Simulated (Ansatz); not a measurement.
# CuO: the cost of one run

Method: DFT PBE, scalar-relativistic, plane waves, PAW, in Ansatz 0.2.0.

2 further runs of the same task are left out: 2 set aside as unsound or not needed.

### Step 1. The starting structure

Symmetry: Cccm, No. 66, orthorhombic system. The conventional cell has a = 4.165 Å, b = 4.176 Å, c = 5.151 Å, α = 90.00°, β = 90.00°, γ = 90.00°. Around Cu (site symmetry 2/m) lie 4 O at 1.96 Å. Around O (site symmetry 222) lie 4 Cu at 1.96 Å.

Structure file:

```cif
data_structure
_symmetry_space_group_name_H-M 'P 1'
_symmetry_Int_Tables_number 1
_cell_length_a 2.9488
_cell_length_b 2.9488
_cell_length_c 5.1511
_cell_angle_alpha 90.011
_cell_angle_beta 90.011
_cell_angle_gamma 89.852
_cell_volume 44.79
loop_
_atom_site_label
_atom_site_type_symbol
_atom_site_fract_x
_atom_site_fract_y
_atom_site_fract_z
_atom_site_occupancy
Cu1 Cu 0.00000 0.50000 0.00000 1
Cu2 Cu 0.50000 0.00000 0.50000 1
O1 O 0.50008 0.49992 0.25000 1
O2 O 0.49992 0.50008 0.75000 1
```

It is the result of an earlier relaxation at this level (volume 11.20 Å³/atom; gap on the mesh: none (metal)).

Bulk energy on matching settings, from an earlier run: -3595.6413 eV/atom.

### Step 2. Cutting the (111̅) slab

Miller indices refer to the conventional cell of the relaxed bulk, C2/c (No. 15): a = 4.176 Å, b = 4.165 Å, c = 5.151 Å, α = 90.00°, β = 90.02°, γ = 90.00°.

Cut from the relaxed bulk: a (111̅) slab, 14.1 Å thick as cut, with 15 Å of vacuum; its outer planes are O (top) and O (bottom).

The slab as cut. Layers, bottom to top:

| plane | atoms per cell | height over the lowest (Å) |
| --- | --- | --- |
| 1 | O | 0.00 |
| 2 | Cu2 | 0.64 |
| 3 | O | 1.28 |
| 4 | O | 2.56 |
| 5 | Cu2 | 3.20 |
| 6 | O | 3.84 |
| 7 | O | 5.12 |
| 8 | Cu2 | 5.76 |
| 9 | O | 6.40 |
| 10 | O | 7.68 |
| 11 | Cu2 | 8.32 |
| 12 | O | 8.96 |
| 13 | O | 10.24 |
| 14 | Cu2 | 10.88 |
| 15 | O | 11.52 |
| 16 | O | 12.80 |
| 17 | Cu2 | 13.44 |
| 18 | O | 14.08 |

### Step 3. Single point on the unrelaxed (111̅) slab

A dipole layer in the vacuum cancels the field that periodic copies would set up if the slab's two faces differ.

Input file input.yaml:

```yaml
crystal:
  lattice:
    - [2.9487853382, 0.0, 0.0]
    - [-0.0065615934, 5.9349027848, 0.0]
    - [0.0, 0.0, 29.0768088952]
  atoms:
    - { symbol: O, position: [0.4973839892, 0.5584505463, 0.2579375208] }
    - { symbol: Cu, position: [0.9969600056, 0.3701651901, 0.2799498303] }
    - { symbol: Cu, position: [0.4969600056, 0.8701651901, 0.2799498303] }
    - { symbol: O, position: [0.4965360219, 0.181879834, 0.3019621397] }
    - { symbol: O, position: [0.4953573263, 0.8052273398, 0.3459575887] }
    - { symbol: Cu, position: [0.9949333426, 0.6169419836, 0.3679698982] }
    - { symbol: Cu, position: [0.4949333426, 0.1169419836, 0.3679698982] }
    - { symbol: O, position: [0.494509359, 0.4286566274, 0.3899822076] }
    - { symbol: O, position: [0.4933306634, 0.0520041332, 0.4339776566] }
    - { symbol: Cu, position: [0.9929066797, 0.863718777, 0.4559899661] }
    - { symbol: Cu, position: [0.4929066797, 0.363718777, 0.4559899661] }
    - { symbol: O, position: [0.4924826961, 0.6754334208, 0.4780022755] }
    - { symbol: O, position: [0.4913040004, 0.2987809266, 0.5219977245] }
    - { symbol: Cu, position: [0.9908800168, 0.1104955704, 0.5440100339] }
    - { symbol: Cu, position: [0.4908800168, 0.6104955704, 0.5440100339] }
    - { symbol: O, position: [0.4904560331, 0.9222102143, 0.5660223434] }
    - { symbol: O, position: [0.4892773375, 0.5455577201, 0.6100177924] }
    - { symbol: Cu, position: [0.9888533538, 0.3572723639, 0.6320301018] }
    - { symbol: Cu, position: [0.4888533538, 0.8572723639, 0.6320301018] }
    - { symbol: O, position: [0.4884293702, 0.1689870077, 0.6540424113] }
    - { symbol: O, position: [0.4872506745, 0.7923345135, 0.6980378603] }
    - { symbol: Cu, position: [0.9868266909, 0.6040491573, 0.7200501697] }
    - { symbol: Cu, position: [0.4868266909, 0.1040491573, 0.7200501697] }
    - { symbol: O, position: [0.4864027072, 0.4157638011, 0.7420624792] }
basis:
  ecutwfc: 420
kpoints:
  mp_grid: { grid: [12, 6, 1] }
hamiltonian:
  xc: pbe
scf:
  occupations: { method: gaussian, width: 0.1 }
output:
  forces: true
  stress: true
  eigenvalues: true
  write_density: true
  write_potential: true
  elf: true
  volumetric_format: npy
efield:
  axis: 3
  dipole_correction: true
```

Launch:

```
ansatz run input.yaml --threads 2 --pin off --max-ram 5120MiB --backend cpu --events-out ev --progress --plain --runs-dir out
```

What time and memory should one allow on 2 threads of AMD EPYC (Zen 3), shared host?

About 9.5 min, with a peak of 2.7 GiB.
